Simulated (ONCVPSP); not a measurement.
**Pseudopotential generation for Al: ONCV, PBEsol**

Aim: build the potential from the settings below, then test how well it stands in for the atom: other configurations, scattering, ghost states and the plane-wave cutoff that it needs.

The numbers are computed with ONCVPSP 4.0.1.1 (patched build) (PBEsol, scalar-relativistic, spin-unpolarised reference atom).

### 1 Starting point

The settings as typed:

* element: aluminium (Al, Z = 13)
* type: optimised norm-conserving Vanderbilt (ONCV)
* frozen core: [Ne]
* valence charge: 3
* reference configuration: 3s2 (charge +1)
* partial waves: 3s: rc 1.90 bohr, ncon 3, nbas 8, qcut 3 1/bohr, 2 projectors, debl 2.7 Ha; p scattering state at 0.05 Ha: rc 1.60 bohr, ncon 4, nbas 7, qcut 4.9 1/bohr, 3 projectors, debl 0.4 Ha; d scattering state at 0.26 Ha: rc 1.55 bohr, ncon 4, nbas 7, qcut 6.9 1/bohr, 1 projector
* local potential: polynomial inside 0.95 bohr (lpopt 3, dvloc0 1 Ha)
* core correction: Teter function, fcfact 3.5, rcfact 1.5

The outer shells as boxes (Hund's rule for the drawing; the calculation is spin-unpolarised):

```
[Ne] core
3s [↑↓]
```

An earlier all-electron run gives the scale for the radii.

All-electron outer shells of the reference configuration (PBEsol, scalar-relativistic, ld1.x):

```
shell  level (eV)  outermost node (bohr)  outermost maximum (bohr)
   2p      -77.88                      –                      0.43
   3s      -14.77                   0.80                      2.01
   3p       -9.03                   0.81                      2.39
```

### 2 Generating the potential

Al.dat reads:

```
# ATOM AND REFERENCE CONFIGURATION
# atsym  z   nc   nv     iexc    psfile
  Al 13.00    3    1  -116133      upf
#
#   n    l    f
    1    0    2.00
    2    0    2.00
    2    1    6.00
    3    0    2.00
#
# PSEUDOPOTENTIAL AND OPTIMIZATION
# lmax
    2
#
#   l,   rc,      ep,       ncon, nbas, qcut
    0    1.90    0.00    3    8    3.00
    1    1.60    0.05    4    7    4.90
    2    1.55    0.26    4    7    6.90
#
# LOCAL POTENTIAL
# lloc, lpopt,  rc(5),   dvloc0
    4    3    0.95    1.00
#
# VANDERBILT-KLEINMAN-BYLANDER PROJECTORs
# l, nproj, debl
    0    2    2.70
    1    3    0.40
    2    1    3.90
#
# MODEL CORE CHARGE
# icmod, fcfact, rcfact
    3    3.50    1.50
#
# LOG DERIVATIVE ANALYSIS
# epsh1, epsh2, depsh
   -2.00    5.00    0.02
#
# OUTPUT GRID
# rlmax, drl
    6.00    0.01
#
# TEST CONFIGURATIONS
# ncnf
    4
# nvcnf
#   n    l    f
    2
    3    0    2.00
    3    1    1.00
#
    1
    3    0    1.00
#
    2
    3    0    2.00
    3    1    0.50
#
    2
    3    0    1.00
    3    1    1.00
#
```

Command:

```sh
oncvpsp.x < Al.dat > Al.out
```

**Question.** What will these runs give? Wanted: cutoffs for 1 and 0.1 mHa per electron, occupied waves; bound ghosts; GHOST(+) flags; largest test error; largest phase difference near zero energy, channels read; rms error of d²Exc/dn², without and with the model core.

The runs gave:

```
                                                quantity                    value
  cutoffs for 1 and 0.1 mHa per electron, occupied waves         6.1 Ha and 48 Ha
                                            bound ghosts           p at -82.73 eV
                                          GHOST(+) flags  s at 93 eV, p at 121 eV
                            largest test error (AE − PS)         -38 meV, for 3s1
largest phase difference near zero energy, channels read                0.001 rad
 rms error of d²Exc/dn², without and with the model core        3.45 and 3.82 mHa
```

**Reading.** A bound ghost (p) makes it unfit for use: electrons can fall into a state that the atom doesn't have. The worst unpolarised test, 3s1, is off by 38 meV on 19.2 eV; by total energies transferability rates as fair. It counts as soft on the atom at that tolerance, with 6.1 Ha needed at the looser tolerance. The tighter tolerance needs 48 Ha, and converged work needs a cutoff nearer that. That counts occupied waves only; other projectors can need more. Near zero energy the phases of the channels with partial waves agree within 0.001 rad. The program also flags highly localised states, GHOST(+) (s, p). These are tests on the free atom; a crystal test is still owed.
